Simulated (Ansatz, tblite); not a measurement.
# Al11N11 wurtzite off sphere (Al₁₁N₁₁H₂₈): rung by rung

One table from this session's results is given with a row withheld; the runs are named, their logs left out.

The runs use Ansatz 0.2.0, Gaussian basis; as each input shows.

The runs, in order: GFN1-xTB, GFN2-xTB, PBE-D4/def2-TZVP, r2SCAN-D4/def2-TZVP, B3LYP-D4/def2-TZVP, BLYP-D4/def2-TZVP, B97M-V/def2-TZVP, PBE-D4/def2-SVP, PBE0-D4/def2-SVP, MP2/def2-SVP, RPA/def2-SVP.

**The structure**

The singlet was relaxed beforehand with PBE-D4/def2-SVP.

50 atoms, charge 0, spin multiplicity 1.

Bond lengths: Al1–N2 1.993 Å, Al1–N5 1.957 Å, Al1–H23 1.611 Å, Al1–H24 1.613 Å, N2–Al7 1.952 Å, N2–H25 1.032 Å, N2–H26 1.032 Å, Al3–N4 1.964 Å, Al3–N5 1.878 Å, Al3–N14 1.974 Å, Al3–H27 1.598 Å, N4–Al9 1.964 Å, N4–H28 1.039 Å, N4–H29 1.032 Å, N5–Al6 1.924 Å, N5–Al15 1.909 Å, Al6–N8 1.947 Å, Al6–N10 1.924 Å and more. Angles: N2–Al1–N5 103.1°, N2–Al1–H23 105.8°, N2–Al1–H24 104.6°, N5–Al1–H23 110.8°, N5–Al1–H24 109.5°, H23–Al1–H24 121.2°, Al1–N2–Al7 116.5°, Al1–N2–H25 108.8°, Al1–N2–H26 108.2°, Al7–N2–H25 109.2°, Al7–N2–H26 109.6°, H25–N2–H26 103.9°, N4–Al3–N5 106.6°, N4–Al3–N14 102.7°, N4–Al3–H27 110.5°, N5–Al3–N14 106.9°, N5–Al3–H27 119.9°, N14–Al3–H27 108.9° and more.

PBE0-D4/def2-TZVP was run before; its log isn't repeated, and its numbers join the tables.

The first run:

Tight binding, by tblite at 300 K electronic temperature and without a spin-polarisation term:

```python
tblite.interface.Calculator('GFN1-xTB', numbers, positions, charge=0, uhf=0).singlepoint()
```

Tight binding, by tblite at 300 K electronic temperature and without a spin-polarisation term:

```python
tblite.interface.Calculator('GFN2-xTB', numbers, positions, charge=0, uhf=0).singlepoint()
```

start.molden holds the orbitals of an earlier run on this state, given as this run's starting guess.

in.yaml reads:

```yaml
crystal:
  periodic: [false, false, false]
  atoms:
    - {symbol: Al, position_ang: [0.317374, -3.507314, 0.013066]}
    - {symbol: N, position_ang: [0.257744, -3.408340, 2.002700]}
    - {symbol: Al, position_ang: [0.315269, -1.748025, -2.400033]}
    - {symbol: N, position_ang: [-1.228801, -0.708844, -3.027073]}
    - {symbol: N, position_ang: [0.318594, -1.626004, -0.526193]}
    - {symbol: Al, position_ang: [-1.264067, -0.730347, 0.101155]}
    - {symbol: Al, position_ang: [0.332903, -1.622321, 2.787581]}
    - {symbol: N, position_ang: [-1.175939, -0.679983, 2.045918]}
    - {symbol: Al, position_ang: [-1.357723, 1.147520, -2.398858]}
    - {symbol: N, position_ang: [-1.249638, 1.088458, -0.525100]}
    - {symbol: Al, position_ang: [-2.879978, 2.026634, 0.015260]}
    - {symbol: Al, position_ang: [-1.237906, 1.097432, 2.788694]}
    - {symbol: N, position_ang: [-2.822419, 1.925969, 2.004884]}
    - {symbol: N, position_ang: [1.847017, -0.684460, -3.047477]}
    - {symbol: Al, position_ang: [1.911109, -0.784365, 0.107322]}
    - {symbol: N, position_ang: [1.830472, -0.708306, 2.026400]}
    - {symbol: Al, position_ang: [2.008393, 1.161355, -2.408347]}
    - {symbol: N, position_ang: [0.328436, 1.943766, -3.046450]}
    - {symbol: N, position_ang: [1.812229, 1.047148, -0.534961]}
    - {symbol: Al, position_ang: [0.275225, 2.047252, 0.108491]}
    - {symbol: Al, position_ang: [1.983326, 1.144444, 2.680309]}
    - {symbol: N, position_ang: [0.301897, 1.938226, 2.027490]}
    - {symbol: H, position_ang: [-1.052834, -4.228105, -0.432544]}
    - {symbol: H, position_ang: [1.753648, -4.162736, -0.319494]}
    - {symbol: H, position_ang: [-0.593826, -3.888584, 2.334085]}
    - {symbol: H, position_ang: [1.028124, -3.983720, 2.378106]}
    - {symbol: H, position_ang: [0.346818, -3.182383, -3.104409]}
    - {symbol: H, position_ang: [-2.058673, -1.188483, -2.626283]}
    - {symbol: H, position_ang: [-1.363973, -0.786495, -4.047252]}
    - {symbol: H, position_ang: [-2.595795, -1.499779, -0.390558]}
    - {symbol: H, position_ang: [0.328264, -1.759936, 4.381384]}
    - {symbol: H, position_ang: [-2.022795, -1.169227, 2.385581]}
    - {symbol: H, position_ang: [-2.585060, 1.891358, -3.102335]}
    - {symbol: H, position_ang: [-4.188813, 1.198858, -0.428986]}
    - {symbol: H, position_ang: [-2.731375, 3.598231, -0.317928]}
    - {symbol: H, position_ang: [-1.359008, 1.160909, 4.382581]}
    - {symbol: H, position_ang: [-3.664198, 1.429342, 2.337138]}
    - {symbol: H, position_ang: [-2.934467, 2.881014, 2.380135]}
    - {symbol: H, position_ang: [1.938075, -0.755890, -4.073217]}
    - {symbol: H, position_ang: [2.681873, -1.185768, -2.687451]}
    - {symbol: H, position_ang: [3.272106, -1.445420, -0.457895]}
    - {symbol: H, position_ang: [2.691460, -1.155855, 2.387498]}
    - {symbol: H, position_ang: [3.281698, 1.897379, -3.027847]}
    - {symbol: H, position_ang: [0.311742, 2.058886, -4.072124]}
    - {symbol: H, position_ang: [0.311207, 2.917216, -2.685886]}
    - {symbol: H, position_ang: [2.627084, 1.517713, -0.090321]}
    - {symbol: H, position_ang: [0.381968, 3.556881, -0.455809]}
    - {symbol: H, position_ang: [2.018842, 1.164241, 4.286972]}
    - {symbol: H, position_ang: [3.209791, 1.853031, 1.882928]}
    - {symbol: H, position_ang: [0.344612, 2.907441, 2.389133]}
basis:
  gaussian: {orbitals: def2-TZVP, fitting: {mean_field: def2-universal-jkfit}, initial_orbitals: start.molden}
hamiltonian: {xc: pbe, dispersion: d4}
scf: {omitted_lower_state_checks: [starts]}
output: {orbitals: {seedname: orbitals}}
```

Started as:

```sh
> ansatz run in.yaml --threads 2 --pin off --events-out ev --progress --plain --max-ram 32768MiB --backend cuda --devices 0, --max-vram 18GiB
```

Steps of the session up to this table: PBE-D4/def2-TZVP; r2SCAN-D4/def2-TZVP; B3LYP-D4/def2-TZVP; BLYP-D4/def2-TZVP; B97M-V/def2-TZVP; PBE-D4/def2-SVP; PBE0-D4/def2-SVP; MP2/def2-SVP; RPA/def2-SVP.

One of the session's tables, all rows but one given; the rest of the session is left out.

It belongs to the step «Binding energy». 

| level | binding an atom (eV) |
| --- | --- |
| HF/def2-SVP | 2.635 |
| PBE-D4/def2-SVP | 3.719 |
| PBE-D4/def2-TZVP | ? |
| BLYP-D4/def2-TZVP | 3.665 |
| r2SCAN-D4/def2-TZVP | 3.671 |
| B97M-V/def2-TZVP | 3.702 |
| B3LYP-D4/def2-TZVP | 3.679 |
| PBE0-D4/def2-SVP | 3.672 |
| PBE0-D4/def2-TZVP | 3.642 |
| MP2/def2-SVP | 3.495 |

**Question.** Estimate the row for PBE-D4/def2-TZVP.

The run gave: binding an atom (eV): 3.687. In the column «binding an atom (eV)» it lies between B3LYP-D4/def2-TZVP (3.679) and B97M-V/def2-TZVP (3.702).

Caveats from the session: Free atoms were run apart at each level; binding is atoms less cluster, divided by the number of atoms, without zero-point or spin-orbit terms.
